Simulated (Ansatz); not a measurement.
Runs of Ansatz 0.2.0 on Ta3Cu. It takes space group I4/mmm (No. 139, tetragonal). Conventional cell: a = 4.013 Å, b = 4.013 Å, c = 8.416 Å, α = 90.00°, β = 90.00°, γ = 90.00°. Ta (site symmetry 4/mmm) is surrounded by 4 Cu at 2.84 Å and 8 Ta at 2.91 Å. Ta (site symmetry -4m2) is surrounded by 8 Ta at 2.84 to 2.91 Å and 4 Cu at 2.91 Å. Cu (site symmetry 4/mmm) is surrounded by 12 Ta at 2.84 to 2.91 Å. The cell comes from a database or a generator and needn't be the stable form of this composition.

```tsv
level	cutoff (eV)	gap on the mesh (eV)	pressure (GPa)	relaxed volume (Å³/atom)
revPBE	420	none	0.0	17.23
PBEsol	420	none	0.0	16.37
LDA	420	none	0.0	15.92
BLYP	420	none	0.0	17.59
RPBE	420	none	0.0	(b)
r2SCAN	500	none	0.0	(a)
```

Alike in all rows: task relaxation of cell and atoms; potentials or basis Ansatz PAW; no spin polarisation; cell relaxed; k mesh 9 × 9 × 9; smearing fermi-dirac 0.05 eV.

Question: Estimate the missing entries.

Answer: (a) 16.69; (b) 17.33.

Caveats: the plane-wave basis is chosen anew once the cell has moved, so the energies of steps on either side of that aren't comparable; the PAW data sets come from PBE, with cores solved anew for the run's functional, which leaves a small shift of forces and pressure.

A k mesh can miss the band edges, and the runs leave out spin-orbit coupling on Ta.

A gap of «none» marks a metal or a gap under the smearing width.

Runs at the PBE level aren't shown here.
